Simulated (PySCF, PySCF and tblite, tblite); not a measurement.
# C7H9B: a path driven as a shift of bonds, and NMR exchange, part 1 of 2

How fast is a shift of bonds in C7H9B (`BC1C=CC=CC=C1`), and when do the exchanging lines merge?

Programs: PySCF 2.14.0 with density-fitted response routines of our own, and tblite 0.8.0. All values are computed, except where a source is named. Atoms count from 0 throughout.

## Step 1: The molecule as given

17 atoms, charge 0, multiplicity 1; geometry from: force field or distance geometry start.

Bonds of the start (Å): B0–C1 1.61, B0–H8 1.18, B0–H9 1.18, C1–C2 1.50, C1–C7 1.51, C1–H10 1.11, C2–C3 1.33, C2–H11 1.09, C3–C4 1.49, C3–H12 1.07, C4–C5 1.34, C4–H13 1.08, C5–C6 1.47, C5–H14 1.08, C6–C7 1.33, C6–H15 1.08, C7–H16 1.09.

## Step 2: GFN2-xTB relaxation, start minimum

What the job is given:

```
{"job": {"xc": "GFN2-xTB", "basis": "xTB", "kind": "relax"}, "charge": 0, "multiplicity": 1}
B     -1.620000    -0.446600     1.056300
C     -1.154700    -0.280800    -0.471800
C     -0.705400     1.115500    -0.765700
C      0.389300     1.701300    -0.288500
C      1.376100     1.030900     0.604300
C      1.706200    -0.265700     0.564100
C      1.156500    -1.278500    -0.352700
C     -0.088300    -1.285800    -0.820700
H     -2.286600     0.407600     1.534300
H     -1.795700    -1.533100     1.492500
H     -2.048700    -0.503200    -1.084600
H     -1.374400     1.719900    -1.383200
H      0.541300     2.746200    -0.478400
H      1.955700     1.678900     1.245800
H      2.530300    -0.573700     1.198000
H      1.794800    -2.115400    -0.589000
H     -0.383500    -2.105400    -1.470500
```

The run is started by

```
OMP_NUM_THREADS=1 python ens_run.py task.json out
```

The driver reads the study from task.json and runs its stages one after another.

Output:

```text
step      E/eV     max force
  0    -563.70056    1.582
  1    -563.79183    1.172
  2    -563.84387    0.793
  3    -563.89089    0.384
  4    -563.90209    0.194
  5    -563.90685    0.135
  6    -563.91024    0.172
  7    -563.91325    0.196
  8    -563.91579    0.120
  9    -563.91777    0.098
 10    -563.91958    0.102
 11    -563.92194    0.157
 12    -563.92459    0.160
 13    -563.92669    0.088
 14    -563.92797    0.111
 15    -563.92904    0.076
 16    -563.93040    0.118
 17    -563.93190    0.108
 18    -563.93307    0.074
 19    -563.93403    0.074
 20    -563.93506    0.096
 21    -563.93635    0.103
 22    -563.93780    0.097
 23    -563.93914    0.084
 24    -563.94030    0.083
 25    -563.94148    0.093
 26    -563.94290    0.098
 27    -563.94445    0.094
 28    -563.94566    0.075
 29    -563.94642    0.057
 30    -563.94704    0.066
 31    -563.94785    0.072
 32    -563.94912    0.105
 33    -563.95100    0.111
 34    -563.95344    0.107
 35    -563.95621    0.111
 36    -563.95868    0.089
 37    -563.96024    0.081
 38    -563.96109    0.077
 39    -563.96173    0.072
 40    -563.96244    0.061
 41    -563.96338    0.095
 42    -563.96466    0.114
 43    -563.96617    0.109
 44    -563.96770    0.105
 45    -563.96912    0.088
 46    -563.97043    0.087
 47    -563.97173    0.114
 48    -563.97324    0.094
 49    -563.97515    0.098
 50    -563.97714    0.099
 51    -563.97949    0.125
 52    -563.98281    0.413
 53    -563.98895    0.314
 54    -563.99472    0.613
 55    -564.02079    0.324
 56    -564.02813    0.283
 57    -564.03366    0.270
 58    -564.03573    0.394
 59    -564.04447    0.195
 60    -564.04747    0.097
 61    -564.04939    0.086
 62    -564.04993    0.044
 63    -564.05013    0.032
 64    -564.05038    0.031
 65    -564.05051    0.023
 66    -564.05063    0.020
 67    -564.05066    0.016
 68    -564.05069    0.011
 69    -564.05070    0.008
 70    -564.05071    0.006
 71    -564.05072    0.005
 72    -564.05072    0.005
 73    -564.05073    0.004
 74    -564.05073    0.002
```

Run time: 0.44 s. Hardware: 1 thread of Arm Neoverse V1, shared host.

Gain 0.350 eV; displacement 0.61 Å root mean square.

## Step 3: Relaxed scan, to the middle

What the job is given:

```
{"job": {"xc": "GFN2-xTB", "basis": "xTB", "coordinate": [["d", [0, 1], 1], ["d", [0, 5], -1]], "kind": "drive"}, "charge": 0, "multiplicity": 1}
B     -0.879385    -0.252303     1.149993
C     -1.176905    -0.293138    -0.447407
C     -0.710453     1.006997    -1.033217
C      0.275554     1.604120    -0.356415
C      0.831310     0.910548     0.782832
C      1.177369    -0.426203     0.751384
C      1.013732    -1.251732    -0.423039
C     -0.145856    -1.177878    -1.083969
H     -1.335905     0.638098     1.771120
H     -0.839839    -1.277034     1.729001
H     -2.190961    -0.548235    -0.754198
H     -1.139367     1.407132    -1.939835
H      0.667670     2.577907    -0.608373
H      1.177963     1.509517     1.615862
H      1.780287    -0.817985     1.561227
H      1.825358    -1.901918    -0.712983
H     -0.337570    -1.695861    -2.011894
```

Output:

```text
point  coordinate     E/eV
  0     -0.366     -564.04200
  1     -0.255     -564.01420
  2     -0.150     -563.96420
  3     -0.050     -563.88365
```

It took 0.34 s on 1 thread of Arm Neoverse V1, shared host.

The highest point is number 3, 3.7 kcal/mol above the first.

## Step 4: Relaxed scan, from the middle, back

What the job is given:

```
{"job": {"xc": "GFN2-xTB", "basis": "xTB", "coordinate": [["d", [0, 1], 1], ["d", [0, 5], -1]], "kind": "drive"}, "charge": 0, "multiplicity": 1}
B     -0.703345    -0.275255     1.163188
C     -1.173198    -0.296121    -0.481354
C     -0.713583     1.006720    -1.053898
C      0.269530     1.611824    -0.373844
C      0.795313     0.930328     0.779588
C      1.008766    -0.456209     0.797774
C      0.976338    -1.260562    -0.422914
C     -0.149899    -1.183101    -1.130131
H     -1.191975     0.605310     1.790143
H     -0.798701    -1.287677     1.770629
H     -2.202290    -0.540681    -0.736004
H     -1.136328     1.412621    -1.961682
H      0.666024     2.582691    -0.627958
H      1.173963     1.523946     1.601382
H      1.633708    -0.834346     1.599972
H      1.831444    -1.866954    -0.676166
H     -0.314983    -1.661432    -2.083538
```

Output:

```text
point  coordinate     E/eV
  0     -0.136     -563.95539
  1     -0.182     -563.98290
  2     -0.229     -564.00482
  3     -0.277     -564.02187
  4     -0.327     -564.03452
  5     -0.377     -564.04376
  6     -0.427     -564.04878
  7     -0.477     -564.05047
```

Run time: 0.56 s. Hardware: 1 thread of Arm Neoverse V1, shared host.

## Step 5: Relaxed scan, from the middle, on

job is that of step 4.

Output:

```text
point  coordinate     E/eV
  0     -0.036     -563.87045
  1      0.018     -563.80754
  2      0.072     -563.73286
  3      0.125     -563.64473
  4      0.181     -563.54245
  5      0.237     -563.42753
  6      0.416     -564.04794
  7      0.476     -564.05053
```

Wall time 0.92 s (1 thread of Arm Neoverse V1, shared host).

The highest point is number 5, 10.2 kcal/mol above the first.

## Step 6: Nudged elastic band, leg 1

What the job is given:

```
{"job": {"xc": "GFN2-xTB", "basis": "xTB", "kind": "neb"}, "charge": 0, "multiplicity": 1}
B     -0.884226    -0.252721     1.147443
C     -1.180582    -0.291127    -0.450228
C     -0.712346     1.008884    -1.034790
C      0.274161     1.604553    -0.357433
C      0.827888     0.910166     0.782249
C      1.171223    -0.427307     0.751583
C      1.008766    -1.252108    -0.423655
C     -0.149686    -1.176467    -1.086231
H     -1.340215     0.636941     1.770061
H     -0.846686    -1.278661     1.724640
H     -2.194593    -0.544847    -0.758171
H     -1.140335     1.410048    -1.941370
H      0.668488     2.577477    -0.609381
H      1.174467     1.508445     1.615776
H      1.771911    -0.820196     1.562543
H      1.820381    -1.902497    -0.713079
H     -0.340791    -1.693082    -2.014977
```

Output:

```text
image   E - E0 / eV
  0       0.0000
  1       0.0217
  2       0.1305
  3       0.3879
  4       0.2784
  5       0.0738
  6      -0.0000
```

Run time: 2.9 s. Hardware: 1 thread of Arm Neoverse V1, shared host; peak memory 0.19 GiB.

The highest point is number 3, 8.9 kcal/mol above the first.

## Step 7: Saddle search, leg 1

What the job is given:

```
{"job": {"xc": "GFN2-xTB", "basis": "xTB", "kind": "saddle"}, "charge": 0, "multiplicity": 1}
B     -0.861533    -0.432068     1.132271
C     -1.100950    -0.315269    -0.606969
C     -0.787927     1.048413    -0.894784
C      0.382320     1.631613    -0.438207
C      1.122370     0.983992     0.533917
C      0.866540    -0.381940     0.880628
C      1.008841    -1.297386    -0.302788
C     -0.038978    -1.258592    -1.095759
H     -1.276198     0.505017     1.723718
H     -1.215765    -1.477548     1.553173
H     -2.113823    -0.599609    -0.890981
H     -1.533152     1.690982    -1.349902
H      0.585298     2.669607    -0.662671
H      1.802515     1.576141     1.135041
H      1.411342    -0.712705     1.764632
H      1.917895    -1.858541    -0.446798
H     -0.168794    -1.772108    -2.034520
```

Output:

```text
step      E/eV     max force
  0    -563.66283   0.0272
  1    -563.66379   0.0037
lowest wavenumbers (cm-1): -367.9 271.2 312.8 316.1 441.1 479.5
```

Wall time 1.9 s (1 thread of Arm Neoverse V1, shared host); peak memory 0.19 GiB.

Point group Cs; 1 imaginary mode, 368i cm⁻¹, carried by C1, C5, H13, H11. Steps downhill from it reached both ends.

## Step 8: DFT refinement, start: PBE0-D3(BJ)/def2-SVP

What the job is given:

```
{"job": {"xc": "PBE0", "basis": "def2-SVP", "kind": "refine"}, "charge": 0, "multiplicity": 1}
B     -0.879385    -0.252303     1.149993
C     -1.176905    -0.293138    -0.447407
C     -0.710453     1.006997    -1.033217
C      0.275554     1.604120    -0.356415
C      0.831310     0.910548     0.782832
C      1.177369    -0.426203     0.751384
C      1.013732    -1.251732    -0.423039
C     -0.145856    -1.177878    -1.083969
H     -1.335905     0.638098     1.771120
H     -0.839839    -1.277034     1.729001
H     -2.190961    -0.548235    -0.754198
H     -1.139367     1.407132    -1.939835
H      0.667670     2.577907    -0.608373
H      1.177963     1.509517     1.615862
H      1.780287    -0.817985     1.561227
H      1.825358    -1.901918    -0.712983
H     -0.337570    -1.695861    -2.011894
```

Output:

```text
step      E/eV     max force
  0     -8064.49256   1.1263
  1     -8064.61045   0.2074
  2     -8064.61587   0.0915
  3     -8064.61645   0.0158
  4     -8064.61647   0.0017
```

Wall time 84 s (1 thread of Arm Neoverse V1, shared host); peak memory 0.64 GiB.

Relaxing gained 0.124 eV and moved the atoms by 0.05 Å on average (rms).

**DFT refinement, saddle of leg 1: PBE0-D3(BJ)/def2-SVP**

What the job is given:

```
{"job": {"xc": "PBE0", "basis": "def2-SVP", "kind": "refine"}, "charge": 0, "multiplicity": 1}
B     -0.865694    -0.438947     1.132395
C     -1.103561    -0.312264    -0.598214
C     -0.784156     1.049538    -0.896675
C      0.388130     1.629793    -0.444010
C      1.122921     0.985772     0.536368
C      0.866734    -0.378076     0.882577
C      1.006691    -1.291640    -0.302400
C     -0.043924    -1.256601    -1.091897
H     -1.286768     0.488457     1.733788
H     -1.208814    -1.492893     1.541948
H     -2.117983    -0.593151    -0.879528
H     -1.524486     1.691908    -1.359806
H      0.599938     2.663299    -0.679936
H      1.800451     1.580582     1.138278
H      1.406111    -0.710825     1.768843
H      1.920948    -1.842463    -0.452801
H     -0.176539    -1.772487    -2.028929
```

Output:

```text
step      E/eV     max force
  0     -8064.01000   0.9123
  1     -8064.11462   0.1554
  2     -8064.11712   0.0294
  3     -8064.11684   0.0410
  4     -8064.11719   0.0052
```

It took 82 s on 1 thread of Arm Neoverse V1, shared host; peak memory 0.63 GiB.

Relaxing gained 0.107 eV and moved the atoms by 0.05 Å on average (rms).

(Continued in part 2 of 2.)
